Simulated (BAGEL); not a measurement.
# HF/STO-3G (density fitting with qzvpp-jkfit) run of C2H5ClSi (SMILES ClC1C[SiH2]1)

What is the vertical singlet–triplet gap of C2H5ClSi at HF/STO-3G (density fitting with qzvpp-jkfit)? 

The results are computed with BAGEL 1.2.2.

**1. The system as given**

The species is C2H5ClSi (9 atoms), meant as a singlet with charge 0. SMILES: `ClC1C[SiH2]1`. The coordinates come from a PBE0-D4/def2-TZVP relaxation.

Bond lengths: Cl1–C2 1.761 Å, C2–C3 1.532 Å, C2–Si4 1.855 Å, C3–Si4 1.853 Å, C2–H5 1.084 Å, C3–H6 1.086 Å, C3–H7 1.085 Å, Si4–H8 1.475 Å, Si4–H9 1.478 Å. Some angles: Cl1–C2–C3 117.2°, Cl1–C2–Si4 122.4°, C3–C2–Si4 65.5°, C2–C3–Si4 65.7°, C2–Si4–C3 48.8°, Cl1–C2–H5 110.3°, C3–C2–H5 115.4°, Si4–C2–H5 119.3°, C2–C3–H6 115.0°, C2–C3–H7 116.2°.

**2. The energy at HF/STO-3G (density fitting with qzvpp-jkfit)**

File hf.json:

```json
{ "bagel" : [

{
  "title" : "molecule",
  "basis" : "sto-3g",
  "df_basis" : "qzvpp-jkfit",
  "angstrom" : true,
  "geometry" : [
    { "atom" : "Cl", "xyz" : [      -0.610200,      -0.416600,      -2.254300 ] },
    { "atom" : "C", "xyz" : [      -0.442600,       0.373500,      -0.689900 ] },
    { "atom" : "C", "xyz" : [       0.930400,       0.305100,      -0.014300 ] },
    { "atom" : "Si", "xyz" : [      -0.417500,      -0.575100,       0.903900 ] },
    { "atom" : "H", "xyz" : [      -0.899600,       1.356600,      -0.714500 ] },
    { "atom" : "H", "xyz" : [       1.659300,      -0.322300,      -0.518200 ] },
    { "atom" : "H", "xyz" : [       1.345700,       1.248900,       0.324100 ] },
    { "atom" : "H", "xyz" : [      -0.452800,      -2.048100,       0.838700 ] },
    { "atom" : "H", "xyz" : [      -1.023900,       0.031800,       2.107300 ] }
  ]
},

{ "title" : "hf" },

{ "title" : "print", "file" : "orbitals.molden", "orbitals" : true }

]}
```

Command:

```
$ BAGEL_NUM_THREADS=1 BAGEL hf.json > hf.out
```

The program printed:

```text
* using 1 threads per process

  ===============================================================
  ===============================================================

  *** Geometry ***

  { "atom" : "Cl", "xyz" : [     -1.153111,     -0.787260,     -4.260010 ] },
  { "atom" : "C", "xyz" : [     -0.836393,      0.705813,     -1.303722 ] },
  { "atom" : "C", "xyz" : [      1.758201,      0.576555,     -0.027023 ] },
  { "atom" : "Si", "xyz" : [     -0.788961,     -1.086781,      1.708123 ] },
  { "atom" : "H", "xyz" : [     -1.699998,      2.563602,     -1.350209 ] },
  { "atom" : "H", "xyz" : [      3.135623,     -0.609059,     -0.979256 ] },
  { "atom" : "H", "xyz" : [      2.543004,      2.360079,      0.612460 ] },
  { "atom" : "H", "xyz" : [     -0.855668,     -3.870348,      1.584913 ] },
  { "atom" : "H", "xyz" : [     -1.934891,      0.060093,      3.982220 ] },

  Number of auxiliary basis functions:      496

  Since a DF basis is specified, we compute 2- and 3-index integrals:
    o Being stored without compression. Storage requirement is 0.004 GB

  Number of basis functions:       33
  Number of electrons      :       48

    * METHOD: MOLECULE                             0.17

  *** RHF ***

  === Nuclear Repulsion ===
   202.0129070206

      * DIIS with orbital gradients will be used.

  === RHF iteration (sto-3g) ===
      0       -817.80803241          0.00918089           0.02
      1       -817.84972278          0.00296577           0.02
      2       -817.85326382          0.00083083           0.02
      3       -817.85367459          0.00009770           0.02
      4       -817.85368193          0.00002417           0.02
      5       -817.85368246          0.00000443           0.02
      6       -817.85368248          0.00000110           0.02
      7       -817.85368248          0.00000020           0.02
      8       -817.85368248          0.00000006           0.02
      9       -817.85368248          0.00000001           0.02
     10       -817.85368248          0.00000000           0.02
    * SCF iteration converged.

    * Permanent dipole moment:
           (   -0.017344,    -0.091454,    -1.284440) a.u.

    * METHOD: HF                                   0.32

    * METHOD: PRINT                                0.00

  ===============================================================
```

Wall time 0.62 s (1 thread of Arm Neoverse V2, shared host).

**3. The triplet at the same level**

File input.json:

```json
{ "bagel": [

{
  "title": "molecule",
  "basis": "sto-3g",
  "df_basis": "qzvpp-jkfit",
  "angstrom": true,
  "geometry": [
    { "atom": "Cl", "xyz": [      -0.610200,      -0.416600,      -2.254300 ] },
    { "atom": "C", "xyz": [      -0.442600,       0.373500,      -0.689900 ] },
    { "atom": "C", "xyz": [       0.930400,       0.305100,      -0.014300 ] },
    { "atom": "Si", "xyz": [      -0.417500,      -0.575100,       0.903900 ] },
    { "atom": "H", "xyz": [      -0.899600,       1.356600,      -0.714500 ] },
    { "atom": "H", "xyz": [       1.659300,      -0.322300,      -0.518200 ] },
    { "atom": "H", "xyz": [       1.345700,       1.248900,       0.324100 ] },
    { "atom": "H", "xyz": [      -0.452800,      -2.048100,       0.838700 ] },
    { "atom": "H", "xyz": [      -1.023900,       0.031800,       2.107300 ] }
  ]
},

{ "title": "uhf", "nopen": 2 },

{ "title": "print", "file": "orbitals.molden", "orbitals": true }

]}
```

Command:

```
$ BAGEL_NUM_THREADS=1 BAGEL input.json > input.out
```

The program printed:

```text
* using 1 threads per process

  ===============================================================
  ===============================================================

  *** Geometry ***

  { "atom" : "Cl", "xyz" : [     -1.153111,     -0.787260,     -4.260010 ] },
  { "atom" : "C", "xyz" : [     -0.836393,      0.705813,     -1.303722 ] },
  { "atom" : "C", "xyz" : [      1.758201,      0.576555,     -0.027023 ] },
  { "atom" : "Si", "xyz" : [     -0.788961,     -1.086781,      1.708123 ] },
  { "atom" : "H", "xyz" : [     -1.699998,      2.563602,     -1.350209 ] },
  { "atom" : "H", "xyz" : [      3.135623,     -0.609059,     -0.979256 ] },
  { "atom" : "H", "xyz" : [      2.543004,      2.360079,      0.612460 ] },
  { "atom" : "H", "xyz" : [     -0.855668,     -3.870348,      1.584913 ] },
  { "atom" : "H", "xyz" : [     -1.934891,      0.060093,      3.982220 ] },

  Number of auxiliary basis functions:      496

  Since a DF basis is specified, we compute 2- and 3-index integrals:
    o Being stored without compression. Storage requirement is 0.004 GB

  Number of basis functions:       33
  Number of electrons      :       48

    * METHOD: MOLECULE                             0.17

  *** Open-shell HF ***

  === Nuclear Repulsion ===
   202.0129070206

      * DIIS with orbital gradients will be used.

  === UHF iteration (sto-3g) ===
      0       -817.48270256          0.01727887           0.05
      1       -817.55315891          0.00578641           0.04
      2       -817.56441715          0.00285611           0.04
      3       -817.57014475          0.00214482           0.04
      4       -817.57505608          0.00158889           0.05
      5       -817.58047708          0.00124467           0.05
      6       -817.58445068          0.00096898           0.05
      7       -817.58778857          0.00054594           0.05
      8       -817.58861175          0.00046046           0.05
      9       -817.58924654          0.00028186           0.05
     10       -817.58925836          0.00040208           0.05
     11       -817.58955836          0.00010706           0.05
     12       -817.58958185          0.00005665           0.05
     13       -817.58958898          0.00002565           0.05
     14       -817.58959079          0.00001428           0.04
     15       -817.58959140          0.00000526           0.05
     16       -817.58959144          0.00000331           0.05
     17       -817.58959146          0.00000186           0.05
     18       -817.58959146          0.00000083           0.05
     19       -817.58959146          0.00000029           0.05
     20       -817.58959146          0.00000014           0.05
     21       -817.58959146          0.00000009           0.05
     22       -817.58959146          0.00000005           0.05
     23       -817.58959146          0.00000003           0.05
     24       -817.58959146          0.00000002           0.05
     25       -817.58959146          0.00000001           0.05
    * SCF iteration converged.

    * S^2 (UHF) is 2.0200

    * Permanent dipole moment:
           (   -0.265939,    -0.451333,    -0.887171) a.u.

    * METHOD: UHF                                  1.28

    * METHOD: PRINT                                0.00

  ===============================================================
```

Wall time 1.6 s (1 thread of Arm Neoverse V2, shared host).

**4. What came out**

Level: HF/STO-3G (density fitting with qzvpp-jkfit).

```
                                        quantity          value
                           singlet: total energy  -817.85368 Eh
                          singlet: dipole moment         3.27 D
                            singlet: HOMO energy       -7.83 eV
                            singlet: LUMO energy        9.57 eV
                          singlet: HOMO–LUMO gap       17.40 eV
                           triplet: total energy  -817.58959 Eh
                          triplet: dipole moment         2.62 D
                                   triplet: ⟨S²⟩          2.020
vertical energy of the triplet above the singlet       7.186 eV
```

At this shape the triplet lies 7.19 eV (693 kJ/mol) above the singlet. In a minimal basis such a difference can be off by several eV, whatever the method.
